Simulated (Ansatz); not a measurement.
# ClH₈NSi₃: basis-set convergence

Aim: see how fast density functionals converge with the basis set for ClH₈NSi₃.

Program: Ansatz 0.2.0, Gaussian basis. Level of theory: one geometry, several basis sets. These are calculated values, not measurements.

Plan: PBE0-D4/def2-SVP; ωB97M-V/def2-SVP; PBE0-D4/def2-QZVPP; ωB97M-V/def2-QZVPP; the functionals' def2-TZVPP values are taken from earlier runs.

### Step 1. The geometry

The geometry comes from an earlier relaxation with PBE0-D4 in a triple-zeta def2 set; it is a stationary point, not always the lowest conformer.

13 atoms, charge 0, spin multiplicity 1.

Atoms are counted from 1 here; the program's logs count them from 0.

Bond lengths: Si1–N2 1.743 Å, Si1–H6 1.485 Å, Si1–H7 1.485 Å, Si1–H8 1.486 Å, N2–Si3 1.743 Å, N2–Si4 1.716 Å, Si3–H9 1.486 Å, Si3–H10 1.485 Å, Si3–H11 1.486 Å, Si4–Cl5 2.058 Å, Si4–H12 1.481 Å, Si4–H13 1.478 Å. Angles: N2–Si1–H6 107.5°, N2–Si1–H7 111.3°, N2–Si1–H8 110.2°, H6–Si1–H7 109.6°, H6–Si1–H8 109.9°, H7–Si1–H8 108.4°, Si1–N2–Si3 119.3°, Si1–N2–Si4 120.7°, Si3–N2–Si4 119.8°, N2–Si3–H9 111.3°, N2–Si3–H10 110.7°, N2–Si3–H11 107.2°, H9–Si3–H10 108.6°, H9–Si3–H11 109.2°, H10–Si3–H11 109.8°, N2–Si4–Cl5 111.7°, N2–Si4–H12 108.2°, N2–Si4–H13 111.3° and more.

### Step 2. PBE0-D4 in def2-SVP

in.yaml reads:

```yaml
crystal:
  periodic: [false, false, false]
  atoms:
    - {symbol: Si, position_ang: [-1.523001, -0.702796, 0.456488]}
    - {symbol: N, position_ang: [-0.003797, -0.043315, -0.086755]}
    - {symbol: Si, position_ang: [1.458318, -0.961346, 0.152682]}
    - {symbol: Si, position_ang: [0.082854, 1.546166, -0.726638]}
    - {symbol: Cl, position_ang: [-0.141117, 2.970224, 0.742817]}
    - {symbol: H, position_ang: [-2.591432, 0.244466, 0.047621]}
    - {symbol: H, position_ang: [-1.543160, -0.868656, 1.932210]}
    - {symbol: H, position_ang: [-1.758097, -2.029987, -0.169011]}
    - {symbol: H, position_ang: [2.026375, -1.419499, -1.141554]}
    - {symbol: H, position_ang: [2.479895, -0.145645, 0.857433]}
    - {symbol: H, position_ang: [1.102952, -2.146480, 0.976509]}
    - {symbol: H, position_ang: [1.427354, 1.732393, -1.320326]}
    - {symbol: H, position_ang: [-0.996746, 1.789674, -1.706776]}
basis:
  gaussian: {orbitals: def2-SVP}
hamiltonian: {xc: pbe0, dispersion: d4}
output: {orbitals: {seedname: orbitals}}
```

Run with:

```sh
> ansatz run in.yaml --threads 4 --pin off --events-out ev --progress --plain --max-ram 10444MiB
```

After this run come: ωB97M-V in def2-SVP; PBE0-D4 in def2-QZVPP; ωB97M-V in def2-QZVPP.

**Question.** What will the summary of the whole plan be? Wanted: PBE0-D4: double and triple zeta above quadruple; ωB97M-V: double and triple zeta above quadruple.

The runs gave:

| quantity | value |
| --- | --- |
| PBE0-D4: double and triple zeta above quadruple | 16.00, 1.29 eV |
| ωB97M-V: double and triple zeta above quadruple | 16.01, 1.20 eV |

PBE0-D4 gains 14.70 eV from double to triple zeta, then 1.29 eV more. These are total energies; as a rule much of such shifts cancels in differences, which this series doesn't test. The LUMO of ωB97M-V is positive and keeps falling with the basis (1.87 to 1.15 eV): an unbound level that the basis holds in place.
